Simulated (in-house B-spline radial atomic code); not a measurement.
# Lu⁺: highest level by several methods

Aim: see how far minus the highest orbital energy of Lu⁺ stands from its tabulated ionisation energy, method by method.

Method: Dirac-Coulomb, several functionals; spherical all-electron atom at the radial basis limit. Code: in-house B-spline radial atomic code version 1.

### Step 1. The system

| Property | Result |
| --- | --- |
| element | lutetium (Z = 71) |
| charge | +1 |
| electrons | 70 |
| configuration | [Xe] 4f14 6s2 |
| nucleus | Fermi, rms radius 5.370 fm |

The outer shells:

[Xe] 4f14 6s2
```
[Xe] core
4f [↑↓][↑↓][↑↓][↑↓][↑↓][↑↓][↑↓]
6s [↑↓]
```

### Step 2. PBE

Input settings:

```ini
Z = 71
electrons = 70.0
configuration = [Xe] 4f14 6s2
hamiltonian = dirac
method = pbe,pbe
spin_polarised = False
nucleus = fermi
rms_radius = 5.37
mass_number = 175
atomic_mass = 174.940777211
speed_of_light = 137.035999084
```

### Step 3. relativistic LDA

The settings differ from step 2 so:

```diff
@@ -4,3 +4,3 @@
 hamiltonian = dirac
-method = pbe,pbe
+method = lda_x_rel,vwn
 spin_polarised = False
```

### Step 4. BLYP

The settings differ from step 3 so:

```diff
@@ -4,3 +4,3 @@
 hamiltonian = dirac
-method = lda_x_rel,vwn
+method = b88,lyp
 spin_polarised = False
```

The tabulated ionisation energy is 14.13 ± 0.05 eV (semi-empirical; NIST Atomic Spectra Database). What does each method give, and which comes nearest?

**Answer**, as computed:

| method | rung | total energy (hartree) | −ε highest (eV) | −ε less tabulated (eV) |
| --- | --- | --- | --- | --- |
| relativistic LDA | LDA | -14543.2535 | 11.258 (6s1/2) | -2.872 |
| PBE | GGA | -14579.0058 | 11.044 (6s1/2) | -3.086 |
| BLYP | GGA | -14579.9210 | 10.977 (6s1/2) | -3.153 |

What this shows: Tables give 14.13 ± 0.05 eV (semi-empirical; NIST Atomic Spectra Database) for the ionisation energy. relativistic LDA misses by -2.872 eV, the least, and BLYP by -3.153 eV (22 %), the most. PBE is off by -3.086 eV. The semilocal levels all lie too high, since self-interaction spoils the long-range potential; for them −ε is no ionisation energy.
